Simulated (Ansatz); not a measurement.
# H5O2PZn: the cost of one run

All numbers below are computed with Ansatz 0.2.0 (RKS PBE-D4/def2-SVP).

## 1. Starting point

Bond lengths: Zn1–O2 2.140 Å, O2–H3 1.010 Å, Zn1–O4 1.790 Å, O4–H5 1.010 Å, Zn1–P6 2.590 Å, P6–H7 1.420 Å, P6–H8 1.420 Å. Angles: Zn1–O2–H3 109.5°, O2–Zn1–O4 180.0°, O2–Zn1–P6 71.6°, O4–Zn1–P6 108.4°, Zn1–O4–H5 109.5°, Zn1–P6–H7 109.5°, Zn1–P6–H8 109.5°, H7–P6–H8 109.4°.

As a file:

```xyz
9

Zn    0.0000    0.0000    0.0000
O     0.0000    0.0000    2.1400
H    -0.9095   -0.2814    2.4771
O     0.0000    0.0000   -1.7900
H     0.2547   -0.9174   -2.1271
P     2.3683   -0.6573    0.8167
H     2.3685   -2.0174    1.2248
H     3.3001   -0.4809   -0.2402
H     1.2188   -0.3383    1.9686
```

## 2. Pulling towards end A

Springs on the bonds that form and break draw the guess towards this end; the thresholds are loose.

input.yaml

```yaml
crystal:
  periodic: [false, false, false]
  atoms:
    - { symbol: Zn, position_ang: [0.0, 0.0, 0.0] }
    - { symbol: O, position_ang: [0.0, 0.0, 2.14] }
    - { symbol: H, position_ang: [-0.9095, -0.2814, 2.4771] }
    - { symbol: O, position_ang: [0.0, 0.0, -1.79] }
    - { symbol: H, position_ang: [0.2547, -0.9174, -2.1271] }
    - { symbol: P, position_ang: [2.3683, -0.6573, 0.8167] }
    - { symbol: H, position_ang: [2.3685, -2.0174, 1.2248] }
    - { symbol: H, position_ang: [3.3001, -0.4809, -0.2402] }
    - { symbol: H, position_ang: [1.2188, -0.3383, 1.9686] }
basis:
  gaussian: { orbitals: def2-SVP }
hamiltonian:
  xc: pbe
  dispersion: d4
relax:
  f_tol: 0.15
  max_steps: 25
  restrain:
    - { distance: [0, 5], at: 3.49, k: 30.0 }
    - { distance: [8, 1], at: 2.21, k: 30.0 }
    - { distance: [0, 1], at: 1.79, k: 30.0 }
    - { distance: [8, 5], at: 1.42, k: 30.0 }
output:
  orbitals: {}
```

Launch:

```bash
ansatz run input.yaml --threads 2 --pin off --max-ram 3072MiB --backend cpu --events-out ev --progress --plain --runs-dir out
```

What time and memory should one allow on 2 threads of Arm Neoverse V1, shared host?

About 17 s, with a peak of 0.14 GiB.
